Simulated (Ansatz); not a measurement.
**CsSnI3: the cell at several levels of theory**

One table from this session's results is given with a row withheld; the runs are named, their logs left out.

Program: Ansatz 0.2.0. PAW datasets, plane waves, zero pressure. The calculation is spin-unpolarised, and the structure need not be a phase that has been made.

1 further run of the same task is left out (for a known fault of the program).

### The system as given

This is the cell as the run starts from it, not yet at rest; its lengths are not the crystal's.

It is cubic, Pm-3m (No. 221); a = 5.640 Å in the conventional setting, 35.88 Å³ an atom. Around Cs lie 12 I at 3.99 Å; around Sn lie 6 I at 2.82 Å; around I lie 2 Sn at 2.82 Å and 4 Cs at 3.99 Å.

As a file:

Space group Pm-3m (No. 221). a = 5.640 Å, b = 5.640 Å, c = 5.640 Å, α = 90.00°, β = 90.00°, γ = 90.00°
```json
{"atom": "Cs", "site": "1a", "symmetry": "m-3m", "x": "0.0000", "y": "0.0000", "z": "0.0000"}
{"atom": "Sn", "site": "1b", "symmetry": "m-3m", "x": "0.5000", "y": "0.5000", "z": "0.5000"}
{"atom": "I", "site": "3c", "symmetry": "4/mm.m", "x": "0.5000", "y": "0.5000", "z": "0.0000"}
```

The first run:

input.yaml reads:

```yaml
crystal:
  lattice:
    - [5.6399486, 0.0, 0.0]
    - [0.0, 5.6399486, 0.0]
    - [0.0, 0.0, 5.6399486]
  atoms:
    - { symbol: Cs, position: [0.0, 0.0, 0.0] }
    - { symbol: Sn, position: [0.5, 0.5, 0.5] }
    - { symbol: I, position: [0.5, 0.5, 0.0] }
    - { symbol: I, position: [0.5, 0.0, 0.5] }
    - { symbol: I, position: [0.0, 0.5, 0.5] }
kpoints:
  mp_grid: { grid: [4, 4, 4] }
hamiltonian:
  xc: pbe
scf:
  occupations: { method: fermi_dirac, width: 0.02 }
relax:
  f_tol: 0.005
  cell: {}
```

Run with:

```console
> ansatz run input.yaml --threads 4 --pin off --max-ram 7372MiB --backend cpu --events-out ev --progress --plain --runs-dir out
```

Among the steps run: Relaxation with PBE; r2SCAN: cell and atoms; Relaxing with PBEsol; Relaxation with LDA.

One table of the session follows, with a row left open; its other results are not shown here.

It belongs to the step «The cells side by side». 

| level | a (Å) | volume (Å³/atom) |
| --- | --- | --- |
| PBE | 6.298 | 49.964 |
| r2SCAN | 6.241 | 48.629 |
| PBEsol | 6.157 | 46.676 |
| LDA | ? | ? |

**Question.** Estimate the row for LDA.

**Answer.** a (Å): 6.048; volume (Å³/atom): 44.254. In the column «a (Å)» it is the lowest.

What this shows: From the start to the first minimum the volume moved by +39.3 %. The volume runs from LDA (least) to PBE (most), a spread of 12.9 %, or 4.1 % in length if all axes shared it alike.
